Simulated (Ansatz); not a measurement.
# BF3H2Si: taking an electron away

The task here is to estimate one member of a computed series from the others.

Method: unrestricted cation, the program's frozen cores in correlated methods; program: Ansatz 0.2.0, Gaussian basis.

Plan: UKS PBE-D4/def2-TZVPP; UKS r2SCAN-D4/def2-TZVPP; UKS PBE0-D4/def2-TZVPP; UKS B3LYP-D4/def2-TZVPP; UKS wB97X-V/def2-TZVPP; UKS wB97M-V/def2-TZVPP; UKS B2PLYP/def2-TZVPP; UHF-CCSD(T)/def2-TZVPP; UHF-MP2/def2-QZVPP; extrapolation to the limit; then −ε(HOMO) from the neutral's earlier runs with LDA (SPW92), PBE-D4, revPBE-D4, BLYP-D4, r2SCAN-D4, B97M-V, PBE0-D4, B3LYP-D4, r2SCANh-D4, r2SCAN0-D4, HSE06-D4, BHLYP-D4, CAM-B3LYP-D4, LC-ωPBE, ωB97X-V, ωB97M-V.

## Structure used throughout

An earlier PBE0-D4 in a triple-zeta def2 set relaxation fixed the geometry.

SMILES `B[Si](F)(F)F`, 7 atoms, charge 0, spin multiplicity 1.

Atoms are counted from 1 here; the program's logs count them from 0.

Bond lengths: B1–Si2 2.004 Å, B1–H6 1.193 Å, B1–H7 1.192 Å, Si2–F3 1.583 Å, Si2–F4 1.581 Å, Si2–F5 1.582 Å. Angles: Si2–B1–H6 119.2°, Si2–B1–H7 122.0°, H6–B1–H7 118.8°, B1–Si2–F3 109.8°, B1–Si2–F4 114.3°, B1–Si2–F5 111.6°, F3–Si2–F4 106.8°, F3–Si2–F5 107.7°, F4–Si2–F5 106.3°.

The first run:

Contents of in.yaml:

```yaml
crystal:
  periodic: [false, false, false]
  atoms:
    - {symbol: B, position_ang: [0.237380, -1.164657, 0.328970]}
    - {symbol: Si, position_ang: [-0.155992, 0.718964, -0.229030]}
    - {symbol: F, position_ang: [1.181760, 1.433335, -0.682777]}
    - {symbol: F, position_ang: [-1.171150, 0.842796, -1.434832]}
    - {symbol: F, position_ang: [-0.772260, 1.561499, 0.959776]}
    - {symbol: H, position_ang: [0.858653, -1.358231, 1.328379]}
    - {symbol: H, position_ang: [-0.117192, -2.101705, -0.316186]}
basis:
  gaussian: {orbitals: def2-TZVPP}
total_charge: 1
magnetization: {spin_polarized: true, initial_magnetization: 1}
hamiltonian: {xc: pbe, dispersion: d4}
```

Launch:

```bash
ansatz run in.yaml --threads 2 --pin off --events-out ev --progress --plain --max-ram 32768MiB --backend cpu
```

Among the steps run: Cation, UKS PBE-D4/def2-TZVPP; Cation, UKS r2SCAN-D4/def2-TZVPP; Cation, UKS PBE0-D4/def2-TZVPP; Cation, UKS B3LYP-D4/def2-TZVPP; Cation, UKS wB97X-V/def2-TZVPP; Cation, UKS wB97M-V/def2-TZVPP; Cation, UKS B2PLYP (frozen core)/def2-TZVPP; Cation, UHF-CCSD(T)/def2-TZVPP; Cation, UHF-MP2/def2-QZVPP.

One table of the session follows, with a row left open; its other results are not shown here.

For comparison, −ε(HOMO) of the neutral from earlier runs:

```
  functional  −ε(HOMO) (eV)
 LDA (SPW92)           8.30
      PBE-D4           8.16
   revPBE-D4           8.10
     BLYP-D4           8.08
   r2SCAN-D4           8.48
      B97M-V           8.54
     PBE0-D4              ?
    B3LYP-D4           9.39
  r2SCANh-D4           9.00
  r2SCAN0-D4           9.79
    HSE06-D4           9.18
    BHLYP-D4          10.96
CAM-B3LYP-D4          11.04
     LC-ωPBE          12.37
     ωB97X-V          12.01
     ωB97M-V          11.80
```

**Question.** Estimate the row for PBE0-D4.

As computed: −ε(HOMO) (eV): 9.59. In the column «−ε(HOMO) (eV)» it lies between B3LYP-D4 (9.39) and r2SCAN0-D4 (9.79).
